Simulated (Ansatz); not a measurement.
## B2FH3Si, SMILES FB1B[SiH2]1: a ladder of methods at one geometry

Program: Ansatz 0.2.0, Python API.

The script, `methods_b2fh3si.py`:
```python
# -*- coding: utf-8 -*-
"""B2FH3Si at several levels of theory."""

import ansatz as az


def main():
    mol = (
        az.Crystal.molecule()
        .atom("F", (-0.6074, -2.3204, 0.9756))
        .atom("B", (-0.2005, -1.022, 0.4186))
        .atom("B", (1.1183, 0.0202, -0.1291))
        .atom("Si", (-0.5134, 0.6969, -0.2338))
        .atom("H", (2.3125, 0.1657, -0.2967))
        .atom("H", (-0.9322, 1.684, 0.8073))
        .atom("H", (-1.1161, 0.7076, -1.5876))
    )

    base = mol.calculation().basis(gaussian="def2-SVP")

    methods = ["mp2", "ccsd", "ccsd_t"]
    reports = [base.correlation(m).run().report for m in methods]
    print(f"Hartree-Fock reference {reports[0]['reference_energy_ev'] / 27.211386246:.6f} Ha")
    best = reports[-1]["free_energy_ev"] - reports[-1]["reference_energy_ev"]
    for method, each in zip(methods, reports):
        gained = each["free_energy_ev"] - each["reference_energy_ev"]
        print(f"{method:8s} total {each['free_energy_ev'] / 27.211386246:.6f} Ha  correlation {gained:9.4f} eV  ({100 * gained / best:.1f} % of the last)")


if __name__ == "__main__":
    main()
```

```console
$ python methods_b2fh3si.py
Hartree-Fock reference -439.135200 Ha
mp2      total -439.568149 Ha  correlation  -11.7811 eV  (88.2 % of the last)
ccsd     total -439.612194 Ha  correlation  -12.9797 eV  (97.2 % of the last)
ccsd_t   total -439.626066 Ha  correlation  -13.3571 eV  (100.0 % of the last)
```

Total energies depend on the basis set; only differences at equal settings carry meaning. The geometry is a force-field or estimated start, not a minimum of this method, and the basis set is short of its limit. A lower total doesn't mark the better method: functionals have no common bound, and MP2 and coupled cluster aren't variational. Inner cores stay frozen, so this is valence correlation. Hardware and time: 18 s on 1 thread of Arm Neoverse N1, with other jobs on the host, peak memory 0.26 GiB.

(A comment or docstring line of the script was reworded after the run, the code is as it ran; lines on the test bed's own set-up are left out of the output.)
